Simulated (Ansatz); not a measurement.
# B2ClFH2: a ladder of functionals and wavefunction methods

Aim: compute B2ClFH2 with functionals from several rungs and with coupled cluster. The yardstick is the atomisation energy at the CCSD(T) limit.

Program: Ansatz 0.2.0, Gaussian basis. Level of theory: functionals in def2-TZVPP, the program's frozen cores in correlated methods. These are calculated values, not measurements.

The runs, in order: LDA (SPW92), PBE-D4, revPBE-D4, BLYP-D4, r2SCAN-D4, B97M-V, PBE0-D4, B3LYP-D4, r2SCANh-D4, r2SCAN0-D4, HSE06-D4, BHLYP-D4, CAM-B3LYP-D4, LC-ωPBE, ωB97X-V, ωB97M-V, B2PLYP, PBE-QIDH; CCSD(T)/def2-SVP; CCSD(T)/def2-TZVPP; MP2/def2-QZVPP; extrapolation to the limit; RPA on PBE.

### 1 Structure used throughout

An earlier PBE0-D4 in a triple-zeta def2 set relaxation fixed the geometry.

SMILES `FBBCl`, 6 atoms, charge 0, spin multiplicity 1.

Atoms are counted from 1 here; the program's logs count them from 0.

Bond lengths: F1–B2 1.325 Å, B2–B3 1.693 Å, B2–H5 1.205 Å, B3–Cl4 1.745 Å, B3–H6 1.195 Å. Angles: F1–B2–B3 120.9°, F1–B2–H5 116.2°, B3–B2–H5 123.0°, B2–B3–Cl4 118.0°, B2–B3–H6 125.8°, Cl4–B3–H6 116.1°.

Geometry (Å):

| atom | x (Å) | y (Å) | z (Å) |
| --- | --- | --- | --- |
| F1 | 1.3996 | -1.3136 | -0.2674 |
| B2 | 0.8038 | -0.1341 | -0.3660 |
| B3 | -0.6366 | 0.1838 | 0.4642 |
| Cl4 | -2.1436 | -0.1142 | -0.3640 |
| H5 | 1.3419 | 0.6750 | -1.0788 |
| H6 | -0.7230 | 0.6390 | 1.5658 |

### 2 LDA

This LDA is Slater exchange with PW92 correlation.

Input file in.yaml:

```yaml
crystal:
  periodic: [false, false, false]
  atoms:
    - {symbol: F, position_ang: [1.399573, -1.313591, -0.267420]}
    - {symbol: B, position_ang: [0.803847, -0.134094, -0.366033]}
    - {symbol: B, position_ang: [-0.636644, 0.183762, 0.464239]}
    - {symbol: Cl, position_ang: [-2.143563, -0.114168, -0.364007]}
    - {symbol: H, position_ang: [1.341894, 0.675003, -1.078787]}
    - {symbol: H, position_ang: [-0.723006, 0.638988, 1.565808]}
basis:
  gaussian: {orbitals: def2-TZVPP}
hamiltonian: {xc: lda}
output: {orbitals: {seedname: orbitals}}
```

On the command line:

```console
$ ansatz run in.yaml --threads 2 --pin off --events-out ev --progress --plain --max-ram 4352MiB
```

The runs that follow: PBE-D4 (GGA); revPBE-D4 (GGA); BLYP-D4 (GGA); r2SCAN-D4 (meta-GGA); B97M-V (meta-GGA); PBE0-D4 (hybrid); B3LYP-D4 (hybrid); r2SCANh-D4 (hybrid); r2SCAN0-D4 (hybrid); HSE06-D4 (hybrid); BHLYP-D4 (hybrid); CAM-B3LYP-D4 (range-separated); LC-ωPBE (range-separated); ωB97X-V (range-separated); ωB97M-V (range-separated); B2PLYP (double hybrid); PBE-QIDH (double hybrid); CCSD(T) in def2-SVP; CCSD(T) in def2-TZVPP; MP2 in def2-QZVPP; RPA on PBE orbitals.

**Question.** What will the summary of the whole plan be? Wanted: atomisation energy, CCSD(T)/CBS; farthest beyond LDA; mean size of error, GGA; mean size of error, meta-GGA; mean size of error, hybrid; mean size of error, range-separated; mean size of error, double hybrid; gap, smallest and largest; T1 diagnostic.

As calculated:

| quantity | value |
| --- | --- |
| atomisation energy, CCSD(T)/CBS | 22.582 eV |
| functionals within 0.113 eV (0.5 %) | revPBE-D4, r2SCAN0-D4, B2PLYP |
| farthest beyond LDA | PBE-D4 (+0.737 eV) |
| mean size of error, GGA | 0.334 eV |
| mean size of error, meta-GGA | 0.444 eV |
| mean size of error, hybrid | 0.272 eV |
| mean size of error, range-separated | 0.287 eV |
| mean size of error, double hybrid | 0.132 eV |
| gap, smallest and largest | 3.41 eV (LDA (SPW92)), 11.08 eV (LC-ωPBE) |
| T1 diagnostic | 0.0138 |
| triples share of the correlation energy | 3.5 % |

In words: LDA overbinds by 3.421 eV (15 %). PBE-D4 is off by +0.737 eV. Double hybrids carry the basis error of their MP2 part in triple zeta, and no dispersion term here, so their miss is partly the set-up's. By mean error the best rung here is double hybrid (0.132 eV) and the worst beyond LDA is meta-GGA (0.444 eV). Misses under about 0.113 eV are within the doubt on the reference itself, which lacks core-valence correlation, relativity and higher excitations. Hartree-Fock recovers 79 % of the binding; the rest is correlation. CCSD(T) in def2-SVP is off by -0.826 eV, more than most functionals: a good method in a small basis is no reference. The gap grows from 3.4 to 11.1 eV across the functionals, mostly with the share of exact exchange.
